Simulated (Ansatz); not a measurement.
# WO2Cl2 (WCl₂O₂): structure and electronic state

What does WO2Cl2 (WCl₂O₂) look like as a singlet, and where do its frontier electrons sit?

Method: RKS PBE0-D4/def2-TZVP; program: Ansatz 0.2.0, Gaussian basis.

Levels to be run: relaxation at r2SCAN-D4/def2-SVP; a search for the lowest solution at PBE0-D4/def2-SVP; a single point at PBE0-D4/def2-TZVP.

**1. Where the work starts**

5 atoms, charge 0, spin multiplicity 1.

Atoms are counted from 1 here; the program's logs count them from 0.

Bond lengths: W1–O2 1.676 Å, W1–O3 1.676 Å, W1–Cl4 2.172 Å, W1–Cl5 2.171 Å. Angles: O2–W1–O3 114.4°, O2–W1–Cl4 108.8°, O2–W1–Cl5 108.8°, O3–W1–Cl4 108.7°, O3–W1–Cl5 108.8°, Cl4–W1–Cl5 107.0°.

As a file:

```xyz
5
Cl2O2W
W     0.12545   -0.00107    0.08837
O     0.06276   -0.01568    1.76280
O     1.67638    0.00825   -0.54721
Cl   -0.93485    1.75055   -0.63765
Cl   -0.92975   -1.74206   -0.66631
```

Formally the metal is d0. W takes a core potential in the def2 sets. No spin-orbit coupling is included.

The start is a GFN2-xTB geometry.

**2. Relaxation at r2SCAN-D4/def2-SVP**

The input, in.yaml:

```yaml
crystal:
  periodic: [false, false, false]
  atoms:
    - {symbol: W, position_ang: [0.125450, -0.001070, 0.088370]}
    - {symbol: O, position_ang: [0.062760, -0.015680, 1.762800]}
    - {symbol: O, position_ang: [1.676380, 0.008250, -0.547210]}
    - {symbol: Cl, position_ang: [-0.934850, 1.750550, -0.637650]}
    - {symbol: Cl, position_ang: [-0.929750, -1.742060, -0.666310]}
basis:
  gaussian: {orbitals: def2-SVP}
hamiltonian: {xc: r2scan, dispersion: d4}
scf: {omitted_lower_state_checks: [starts]}
output: {orbitals: {seedname: orbitals}}
relax: {f_tol: 0.02, max_steps: 100}
```

On the command line:

```
> ansatz run in.yaml --threads 4 --pin off --events-out ev --progress --plain --max-ram 3916MiB
```

Standard output (excerpt; [...] marks lines left out):

```text
Functional definition: r2SCAN
  name "r2SCAN"
  cite "Furness, Kaplan, Ning, Perdew & Sun, J. Phys. Chem. Lett. 11, 8208 (2020) doi:10.1021/acs.jpclett.0c02405"
  cite "Furness, Kaplan, Ning, Perdew & Sun, J. Phys. Chem. Lett. 11, 9248 (2020) doi:10.1021/acs.jpclett.0c03077"
  parent r2scan
[...]
983 factors; their error is unknown
[...]
mean field -30957.25420200 eV, -1137.6581083431 hartree, gradient 1.8e-5 eV, S^2 0.000000; 0 other end points of the search recorded, 0 dependent functions left out
[...]
reference -30957.25422404 eV, -1137.6581091528 hartree; 32, 32 occupied and 64, 64 virtual orbitals, 983 factors
relax step   1: F+E_penalty+E_count = -30957.29608168 eV  Δ(F+E_penalty+E_count) = +0.000e0 eV  max|allowed force component| = 2.578e0 eV/Å  Δτ_max = 0.0000 Å  (31 SCF iters, accepted)
[...]
relax step   4: F+E_penalty+E_count = -30957.70951032 eV  Δ(F+E_penalty+E_count) = -1.422e-5 eV  max|allowed force component| = 1.283e-1 eV/Å  Δτ_max = 0.0119 Å  (35 SCF iters, accepted)
[...]
relax step   5: F+E_penalty+E_count = -30957.71018107 eV  Δ(F+E_penalty+E_count) = -6.707e-4 eV  max|allowed force component| = 7.911e-4 eV/Å  Δτ_max = 0.0080 Å  (33 SCF iters, accepted)
[...]
983 factors; their error is unknown
mean field -30957.66921891 eV, -1137.6733599332 hartree, gradient 1.8e-5 eV, S^2 0.000000; 0 other end points of the search recorded, 0 dependent functions left out
[...]
reference -30957.66924056 eV, -1137.6733607285 hartree; 32, 32 occupied and 64, 64 virtual orbitals, 983 factors
Total energy: -30957.71020271 eV, -1137.6748660599 hartree
Atom 0 at     0.064417    -0.000189     0.045012 Å, force    -0.000089    -0.000687    -0.000169 eV/Å
Atom 1 at     0.125453    -0.014716     1.747866 Å, force     0.000376     0.000436    -0.000223 eV/Å
Atom 2 at     1.684586     0.006719    -0.482873 Å, force    -0.000222     0.000791     0.000468 eV/Å
Atom 3 at    -0.940518     1.921111    -0.638721 Å, force     0.000452    -0.000706     0.000140 eV/Å
Atom 4 at    -0.933948    -1.912935    -0.671284 Å, force    -0.000517     0.000166    -0.000216 eV/Å
Dipole moment:    -0.302280     0.001371    -0.211263 e Å
Checks for a lower state left out: starts
```

It took 12 s on 4 threads of Arm Neoverse V2, shared host.

The steps of the relaxation:

```tsv
step	energy from step 1 (eV)	largest force component (eV/Å)
1	0.0000	2.5784
2	-0.3837	0.7434
3	-0.4134	0.1986
4	-0.4134	0.1283
5	-0.4141	0.0008
```

Distances of close pairs at the start and the end, largest changes first:

```tsv
bond	before (Å)	after (Å)	change (Å)
W1–Cl5	2.171	2.273	+0.102
W1–Cl4	2.172	2.273	+0.101
W1–O2	1.676	1.704	+0.028
W1–O3	1.676	1.704	+0.028
```

Bonds by kind at the end (by distance):

```tsv
bond	count	shortest (Å)	longest (Å)
O–W	2	1.704	1.704
Cl–W	2	2.273	2.273
```

**3. Searching for the lowest solution, PBE0-D4/def2-SVP**

start.molden holds the orbitals of an earlier run on this state, given as this run's starting guess.

The input, in.yaml:

```yaml
crystal:
  periodic: [false, false, false]
  atoms:
    - {symbol: W, position_ang: [0.064417, -0.000189, 0.045012]}
    - {symbol: O, position_ang: [0.125453, -0.014716, 1.747866]}
    - {symbol: O, position_ang: [1.684586, 0.006719, -0.482873]}
    - {symbol: Cl, position_ang: [-0.940518, 1.921111, -0.638721]}
    - {symbol: Cl, position_ang: [-0.933948, -1.912935, -0.671284]}
basis:
  gaussian: {orbitals: def2-SVP, initial_orbitals: start.molden}
hamiltonian: {xc: pbe0, dispersion: d4}
output: {orbitals: {seedname: orbitals}}
```

Same command.

Standard output:

```text
Functional definition: PBE0
  name "PBE0"
  cite "Adamo & Barone, J. Chem. Phys. 110, 6158 (1999) doi:10.1063/1.478522"
  cite "Perdew, Burke & Ernzerhof, Phys. Rev. Lett. 77, 3865 (1996) doi:10.1103/PhysRevLett.77.3865"
  parent pbe
  parameter a = 0.25
  parameter kappa = 0.804
  parameter beta = 0.06672455060314922
  exchange = (1 - a)*pbe_x(kappa = kappa, mu = beta*pi^2/3) + a*exact_x
  correlation = pbe_c(beta = beta)
885 factors; integrals over basis functions are off by at most 8.9e-4 eV
mean field evaluation 1: about -30946.5651 eV, gradient 4.4e0 eV
mean field evaluation 2: about -30946.6058 eV, gradient 6.1e-2 eV
mean field evaluation 4: about -30946.7647 eV, gradient 1.0e-3 eV
mean field evaluation 8: about -30931.8539 eV, gradient 8.8e1 eV
mean field evaluation 16: about -30946.7643 eV, gradient 4.4e-1 eV
mean field -30946.76466877 eV, -1137.2726251067 hartree, gradient 3.4e-5 eV, S^2 0.000000; 1 other end points of the search recorded, 0 dependent functions left out
reference -30946.76471489 eV, -1137.2726268016 hartree; 32, 32 occupied and 64, 64 virtual orbitals, 885 factors
Total energy: -30946.92255447 eV, -1137.2784272992 hartree
```

Run time: 1.4 s. Hardware: 4 threads of Arm Neoverse V2, shared host.

Report: HOMO -9.79 eV, LUMO -3.30 eV.

**4. Single point, PBE0-D4/def2-TZVP**

Changes to in.yaml since step 3:

```diff
@@ -9,4 +9,5 @@
 basis:
-  gaussian: {orbitals: def2-SVP, initial_orbitals: start.molden}
+  gaussian: {orbitals: def2-TZVP, initial_orbitals: start.molden}
 hamiltonian: {xc: pbe0, dispersion: d4}
+scf: {omitted_lower_state_checks: [starts]}
 output: {orbitals: {seedname: orbitals}}
```

Launched as before.

Standard output:

```text
Functional definition: PBE0
  name "PBE0"
  cite "Adamo & Barone, J. Chem. Phys. 110, 6158 (1999) doi:10.1063/1.478522"
  cite "Perdew, Burke & Ernzerhof, Phys. Rev. Lett. 77, 3865 (1996) doi:10.1103/PhysRevLett.77.3865"
  parent pbe
  parameter a = 0.25
  parameter kappa = 0.804
  parameter beta = 0.06672455060314922
  exchange = (1 - a)*pbe_x(kappa = kappa, mu = beta*pi^2/3) + a*exact_x
  correlation = pbe_c(beta = beta)
these checks for a lower state are left out or cut short: starts
1238 factors; their error is unknown
mean field evaluation 1: about -30957.1644 eV, gradient 1.9e2 eV
mean field evaluation 2: about -30960.8124 eV, gradient 4.4e0 eV
mean field evaluation 4: about -30960.9543 eV, gradient 1.7e-1 eV
mean field -30960.95438386 eV, -1137.7940875182 hartree, gradient 8.2e-5 eV, S^2 0.000000; 0 other end points of the search recorded, 0 dependent functions left out
reference -30960.95441332 eV, -1137.7940886007 hartree; 32, 32 occupied and 144, 144 virtual orbitals, 1238 factors
Total energy: -30961.11225290 eV, -1137.7998890984 hartree
Checks for a lower state left out: starts
```

It took 1.8 s on 4 threads of Arm Neoverse V2, shared host.

HOMO -9.73 eV, LUMO -3.40 eV.

Mulliken charges, from this run's orbitals:

```tsv
atom	value (e)
W1	1.38
O2	-0.41
O3	-0.41
Cl4	-0.28
Cl5	-0.28
```

Largest Mayer bond orders: W1–O2 2.08; W1–O3 2.08; W1–Cl4 1.08; W1–Cl5 1.08.

**5. Results**

```
                                         quantity                               value
                                      point group                                 C2v
                     near neighbours of the metal  O 1.70, O 1.70, Cl 2.27, Cl 2.27 Å
                  HOMO, LUMO at PBE0-D4/def2-TZVP                     -9.73, -3.40 eV
charge on the metal (Mulliken, PBE0-D4/def2-TZVP)                             +1.38 e
                     dipole at r2SCAN-D4/def2-SVP                              1.77 D
```

The molecule keeps its bonding pattern by the stored test; the atoms moved 0.12 Å (rms). The metal has 4 near neighbours by the distance rule, from 1.70 to 2.27 Å. The Mulliken charge of the metal, +1.38 e, depends on the basis and isn't its oxidation state. No usable vibrations, so a minimum isn't proven. Whether this spin is the lowest isn't tested here.
